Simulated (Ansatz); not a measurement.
# YVC4N4: the cost of one run

Computed with Ansatz 0.2.0 (DFT PBE, scalar-relativistic, plane waves, PAW, unless a step's input says otherwise).

### 1 The starting structure

Symmetry: P4/mmm, No. 123, tetragonal system. The conventional cell has a = 7.472 Å, b = 7.472 Å, c = 3.829 Å, α = 90.00°, β = 90.00°, γ = 90.00°. Y (site symmetry 4/mmm) has 4 C at 2.11 Å in its first shell of neighbours. V (site symmetry 4/mmm) has 4 N at 2.01 Å in its first shell of neighbours. C (site symmetry m2m) has 1 N at 1.17 Å in its first shell of neighbours. N (site symmetry m2m) is surrounded by 1 C at 1.17 Å and 1 V at 2.01 Å.

Structure file:

```cif
data_structure
_symmetry_space_group_name_H-M 'P 1'
_symmetry_Int_Tables_number 1
_cell_length_a 7.4720
_cell_length_b 7.4720
_cell_length_c 3.8288
_cell_angle_alpha 90.000
_cell_angle_beta 90.000
_cell_angle_gamma 90.000
_cell_volume 213.77
loop_
_atom_site_label
_atom_site_type_symbol
_atom_site_fract_x
_atom_site_fract_y
_atom_site_fract_z
_atom_site_occupancy
Y1 Y 0.00000 0.00000 0.00000 1
V1 V 0.50000 0.50000 0.00000 1
C1 C 0.19930 0.80070 0.00000 1
C2 C 0.80070 0.19930 0.00000 1
C3 C 0.19930 0.19930 0.00000 1
C4 C 0.80070 0.80070 0.00000 1
N1 N 0.31002 0.68998 0.00000 1
N2 N 0.68998 0.31002 0.00000 1
N3 N 0.31002 0.31002 0.00000 1
N4 N 0.68998 0.68998 0.00000 1
```

Recipe of the guess: stacked square cyanide-bridged sheets (P4/mmm, No. 123). Lengths come from tabulated atomic sizes and are only a guess.

### 2 A first look at the guess

Contents of input.yaml:

```yaml
crystal:
  lattice:
    - [7.47199736, 0.0, 0.0]
    - [0.0, 7.47199736, 0.0]
    - [0.0, 0.0, 3.82884592]
  atoms:
    - { symbol: "Y", position: [0.0, 0.0, 0.0] }
    - { symbol: V, position: [0.5, 0.5, 0.0], spin: 2.0 }
    - { symbol: C, position: [0.19929971, 0.80070029, 0.0] }
    - { symbol: C, position: [0.80070029, 0.19929971, 0.0] }
    - { symbol: C, position: [0.19929971, 0.19929971, 0.0] }
    - { symbol: C, position: [0.80070029, 0.80070029, 0.0] }
    - { symbol: "N", position: [0.31002177, 0.68997823, 0.0] }
    - { symbol: "N", position: [0.68997823, 0.31002177, 0.0] }
    - { symbol: "N", position: [0.31002177, 0.31002177, 0.0] }
    - { symbol: "N", position: [0.68997823, 0.68997823, 0.0] }
basis:
  ecutwfc: 420
kpoints:
  mp_grid: { grid: [4, 4, 4] }
hamiltonian:
  xc: pbe
scf:
  occupations: { method: gaussian, width: 0.1 }
  lower_state_search: "off"
output:
  forces: true
  stress: true
  eigenvalues: true
  populations: true
magnetization:
  spin_polarized: true
```

Run with:

```
> ansatz run input.yaml --threads 1 --pin off --max-ram 2560MiB --backend cpu --events-out ev --progress --plain --runs-dir out
```

What time and memory should one allow on 1 thread of Intel Xeon 6975P-C (Granite Rapids), shared host?

About 21 s, with a peak of 0.66 GiB.
